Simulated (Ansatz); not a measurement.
Runs of Ansatz 0.2.0 on Ba2Tl5V3O12. The structure is trigonal, space group R-3m (No. 166). Conventional cell: a = 8.474 Å, b = 8.474 Å, c = 18.385 Å, α = 90.00°, β = 90.00°, γ = 120.00°. Ba (site symmetry -3m) has 12 O at 3.23 Å as nearest neighbours. Ba (site symmetry -3m) has 12 O at 3.22 Å as nearest neighbours. Around V (site symmetry 2/m) lie 4 O at 1.82 Å. Tl (site symmetry 2/m) has 4 O at 2.36 Å as nearest neighbours. Tl (site symmetry 3m) is surrounded by 3 V at 2.80 Å and 6 O at 2.84 Å and 3 Tl at 2.98 Å. Around O (site symmetry 1) lie 1 V at 1.82 Å. The cell was built by a generator and needn't be a form met in nature.

```tsv
task	level	potentials or basis	cell	k mesh	cutoff (eV)	points for each segment of the path	temperature	mesh quality	gap on the mesh (eV)	pressure (GPa)	moment (μB)	relaxed volume (Å³/atom)	largest force (eV/Å)
relaxation of cell and atoms	revPBE	Ansatz PAW	relaxed	3 × 3 × 3	420	-	-	not flagged	none	0.0	1.08	18.08	-
atomic charges	PBE	Ansatz PAW	as given	4 × 4 × 4	420	-	-	not flagged	none	0.0	1.10	-	0.02
band structure	RPBE	Ansatz PAW	as given	4 × 4 × 4	420	10	-	not flagged	none	3.1	1.13	-	(b)
band structure	revPBE	Ansatz PAW	as given	4 × 4 × 4	420	10	-	not flagged	none	2.3	1.12	-	0.08
relaxation of cell and atoms	BLYP	Ansatz PAW	relaxed	3 × 3 × 3	420	-	-	not flagged	none	0.0	0.00	18.67	-
relaxation of cell and atoms	PBE+D4	Ansatz PAW	relaxed	3 × 3 × 3	420	-	-	not flagged	none	0.0	(c)	(a)	-
single point	PBE	Ansatz PAW earlier set	as given	4 × 4 × 4	930	-	-	not flagged	none	0.0	1.10	-	0.02
single point	PBE	SPMS NC	as given	4 × 4 × 4	1034	-	-	not flagged	none	0.0	1.12	-	0.03
electron localisation function	PBE	Ansatz PAW	as given	4 × 4 × 4	420	-	-	not flagged	none	0.0	1.10	-	0.02
single point	PBE	PseudoDojo standard (PBE files)	as given	4 × 4 × 4	1143	-	-	not flagged	none	(d)	1.11	-	0.04
band structure	PBE	Ansatz PAW	as given	4 × 4 × 4	420	10	-	not flagged	none	0.0	1.10	-	0.02
```

Alike in all rows: spin collinear, ferromagnetic start; smearing fermi-dirac 0.05 eV.

Fill in the values left out.

(a) 16.73; (b) 0.12; (c) 1.14; (d) -0.2.

Caveats: semilocal functionals often make such compounds metallic where correlation or magnetic order opens a gap, which also shifts bond lengths; the PAW data sets come from PBE, with cores solved anew for the run's functional, which leaves a small shift of forces and pressure (some runs); the plane-wave basis is chosen anew once the cell has moved, so the energies of steps on either side of that aren't comparable (some runs); spin-orbit coupling is left out, which moves the levels of the heavy elements (some runs); the starting moments weren't kept (some runs); pairwise dispersion overbinds metals, which lowers pressure and volume (some runs).

A k mesh can miss the band edges, and the runs leave out spin-orbit coupling on Ba, Tl.

A gap of «none» marks a metal or a gap under the smearing width.

The runs don't all hold the same shells in valence.
